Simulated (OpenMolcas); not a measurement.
# Pt: CASSCF and CASPT2 terms and fine-structure levels

Which level of Pt lies lowest, and where do the others fall? The reference wave functions come first, then spin-orbit coupling, then second-order correlation under several settings.

Program: OpenMolcas 26.06. Level of theory: state-averaged CASSCF and CASPT2, spin-orbit coupling by RASSI with atomic mean-field integrals. These are calculated values, not measurements, unless marked.

### 1 The atom as given

| Item | Value |
| --- | --- |
| Species | Pt (platinum, Z = 78, 78 electrons) |
| Basis | ANO-RCC-VTZP [8s7p5d3f1g], 84 functions |
| Scalar Hamiltonian | DKH2, point nucleus |
| Inactive shells | 1s 2s 2p 3s 3p 3d 4s 4p 4d 4f 5s 5p |
| Active space | 10 electrons in 6 orbitals (5d 6s) |
| Some configurations of this space | 5d8 6s2, 5d9 6s, 5d10 |
| Orbitals | optimised for the ground-state spin in each parity, averaged over the low roots |

Outer shells as boxes (Hund's rule):

5d8 6s2
```
5d [↑↓][↑↓][↑↓][↑ ][↑ ]
6s [↑↓]
```

5d9 6s
```
5d [↑↓][↑↓][↑↓][↑↓][↑ ]
6s [↑ ]
```

5d10
```
5d [↑↓][↑↓][↑↓][↑↓][↑↓]
```

The work runs as a chain of OpenMolcas steps in one folder; each step below is one input file. Labels, J, g values, rates, χT and fits are worked out afterwards by a script from the matrices that RASSI stores.

### 2 GATEWAY and SEWARD: basis and integrals

File a.inp:

```
&GATEWAY
Coord
1

Pt 0.0 0.0 0.0
Basis=ANO-RCC-VTZP
Group=XYZ
NoMove
AngMom=0.0 0.0 0.0
AMFI
&SEWARD
```

Command:

```sh
OMP_NUM_THREADS=1 MOLCAS_MEM=1689 MOLCAS_PROJECT=a pymolcas a.inp > a.log
```

### 3 CASSCF: triplets of even parity, 15 roots

File a.inp:

```
&RASSCF
FileOrb=start.orb
Symmetry=1
Spin=3
nActEl=10 0 0
Inactive=15 19
Ras2=6 0
CIRoot=15 15 1
SDav=15
CIMx=300
Iter=120 100
PrWF=0.3
OrbListing=Nothing
MaxOrb=0
Atom
>>> COPY $Project.JobIph JOB001
```

start.orb holds the contracted functions of the basis, ordered by shell, or the orbitals of the step before.

### 4 Reference wave functions, singlets of even parity, 21 roots

File a.inp:

```
&RASSCF
FileOrb=start.orb
Symmetry=1
Spin=1
nActEl=10 0 0
Inactive=15 19
Ras2=6 0
CIRoot=21 21 1
SDav=21
CIMx=300
Iter=120 100
PrWF=0.3
OrbListing=Nothing
MaxOrb=0
Atom
CIOnly
>>> COPY $Project.JobIph JOB002
```

### 5 RASSI: spin-orbit coupling between the states

File a.inp:

```
&RASSI
NrOfJobIphs=2 15 20
1 2 3 4 5 6 7 8 9 10 11 12 13 14 15
1 2 3 4 5 6 7 8 9 10 11 12 13 14 15 16 17 18 19 20
IphNames
JOB001
JOB002
EJob
SpinOrbit
DIPRint=1.0
SOCoupling=1000.0
Subsets=2
MEES
Property=10
'ANGMOM' 1 'ANGMOM' 2 'ANGMOM' 3 'MLTPL  1' 1 'MLTPL  1' 2 'MLTPL  1' 3
'AMFI' 1 'AMFI' 2 'AMFI' 3 'MLTPL  2' 6
SOProperty=3
'ANGMOM' 1 'ANGMOM' 2 'ANGMOM' 3
```

### 6 CASPT2: IPEA 0.25, imaginary shift 0.1 (closed shells correlated: 5s 5p)

File a.inp:

```
>>> COPY JOB001 $Project.JobIph
&CASPT2
Multistate=15 1 2 3 4 5 6 7 8 9 10 11 12 13 14 15
Frozen=14 16
IPEA=0.25
Imaginary=0.1
MaxIter=60
WThr=0.0 0.3 0.05
PrWF=0.5
NoMix
>>> COPY JOB002 $Project.JobIph
&CASPT2
Multistate=20 1 2 3 4 5 6 7 8 9 10 11 12 13 14 15 16 17 18 19 20
Frozen=14 16
IPEA=0.25
Imaginary=0.1
MaxIter=60
WThr=0.0 0.3 0.05
PrWF=0.5
NoMix
```

### 7 CASPT2: IPEA 0, imaginary shift 0.1 (closed shells correlated: 5s 5p)

Edit a.inp of step 6 so:

```diff
@@ -4,3 +4,3 @@
 Frozen=14 16
-IPEA=0.25
+IPEA=0.0
 Imaginary=0.1
@@ -14,3 +14,3 @@
 Frozen=14 16
-IPEA=0.25
+IPEA=0.0
 Imaginary=0.1
```

### 8 CASPT2: IPEA 0.25, imaginary shift 0.1 (closed shells correlated: 5s 5p), extended multistate

File a.inp:

```
>>> COPY JOB001 $Project.JobIph
&CASPT2
XMultistate=15 1 2 3 4 5 6 7 8 9 10 11 12 13 14 15
Frozen=14 16
IPEA=0.25
Imaginary=0.1
MaxIter=60
WThr=0.0 0.3 0.05
PrWF=0.5
NoMix
>>> COPY JOB002 $Project.JobIph
&CASPT2
XMultistate=20 1 2 3 4 5 6 7 8 9 10 11 12 13 14 15 16 17 18 19 20
Frozen=14 16
IPEA=0.25
Imaginary=0.1
MaxIter=60
WThr=0.0 0.3 0.05
PrWF=0.5
NoMix
```

### 9 CASPT2: IPEA 0.25, imaginary shift 0.1 (closed shells correlated: none)

File a.inp:

```
>>> COPY JOB001 $Project.JobIph
&CASPT2
Multistate=15 1 2 3 4 5 6 7 8 9 10 11 12 13 14 15
Frozen=15 19
IPEA=0.25
Imaginary=0.1
MaxIter=60
WThr=0.0 0.3 0.05
PrWF=0.5
NoMix
>>> COPY JOB002 $Project.JobIph
&CASPT2
Multistate=20 1 2 3 4 5 6 7 8 9 10 11 12 13 14 15 16 17 18 19 20
Frozen=15 19
IPEA=0.25
Imaginary=0.1
MaxIter=60
WThr=0.0 0.3 0.05
PrWF=0.5
NoMix
```

(Steps that only read results are left out.)

Q: Predict the outcome of this session. Wanted: lowest level; first excited level; spin-orbit lowering of the lowest level; strongest of the lines computed, by gA.

As calculated:

| quantity | value |
| --- | --- |
| method | SS-CASPT2, IPEA 0.25, imaginary shift 0.1 (closed shells correlated: 5s 5p) |
| lowest level | 5d8 6s2 3F4, 96 % of that term, g = 1.241 |
| ground level listed by NIST | 3D3 |
| first excited level | 5d9 6s 1D2 at 0.2129 eV |
| spin-orbit lowering of the lowest level | 0.7962 eV |
| strongest of the lines computed, by gA (one parity, so forbidden lines), at CASSCF energies | 5d8 6s2 1D2 → 5d8 6s2 3F3, 520 nm, A = 3.53e+01 s⁻¹ |

Cost and accuracy by method:

| method | time of its own steps | time with the reference | mean absolute difference from the measured levels (cm-1) |
| --- | --- | --- | --- |
| A. CASSCF | 13 s | 13 s | 3500 |
| B. SS-CASPT2, IPEA 0.25, imaginary shift 0.1, +5s 5p | 11 s | 24 s | 2100 |
| C. SS-CASPT2, IPEA 0, imaginary shift 0.1, +5s 5p | 11 s | 24 s | 2500 |
| D. XMS-CASPT2, IPEA 0.25, imaginary shift 0.1, +5s 5p | 6.7 s | 20 s | 2300 |
| E. SS-CASPT2, IPEA 0.25, imaginary shift 0.1, +none | 6.2 s | 19 s | 1100 |

Times are of one thread on a shared host.

The multiplet 3F is inverted; its intervals divided by the larger J differ by 12 % of their mean, where Landé's rule for pure LS coupling makes them equal. Second-order correlation (method B) scales the levels of the lowest configuration above 5000 cm⁻¹ by 0.86 to 1.02. Method E lies closest to the measured levels (1100 cm⁻¹ on average) and A farthest (3500). Only the configurations of the active space and the roots asked for are present. The singlets rest on orbitals optimised for another spin in at least one step, which raises them against the optimised states. Not all states of the active space went into the spin-orbit step. Measured levels are paired by their LS label, which is uncertain where the leading share is low. CASPT2 does not keep the components of a term degenerate, and the means are used. Configurations with different d counts are hard to place against each other, and can be off by thousands to tens of thousands of cm-1. The lowest computed level is not the ground level that NIST lists (3D3). Levels of other configurations are missing from the list.
